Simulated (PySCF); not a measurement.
GeBrH, in a box:

```
Ge Br H
1.0
    11.00000    0.00000    0.00000
     0.00000   12.00000    0.00000
     0.00000    0.00000   11.00000
Ge Br H
1 1 1
Direct
  0.55069 0.40687 0.51651
  0.57925 0.59663 0.55578
  0.42311 0.42668 0.45040
```

Base run:

```yaml
Program: PySCF 2.14.0
Functional: PBE
Potentials_or_basis: 6-31g* (all-electron)
k_mesh: 1 × 1 × 1
Occupations: fixed
Spin: no spin polarisation
```

Its results: gap between the frontier levels 2.08 eV.

**Question.** The run is repeated on the same cell with these changes: functional from PBE to HCTH407. What comes out?

**Answer.** Gap between the frontier levels 2.17 eV.

Caveats: this is a molecule in a periodic box at the Γ point, so its band gap is the HOMO-LUMO gap; relativity is left out, which matters for the heavier elements; the basis of atomic orbitals isn't converged, which shifts pressures, moduli and gaps.

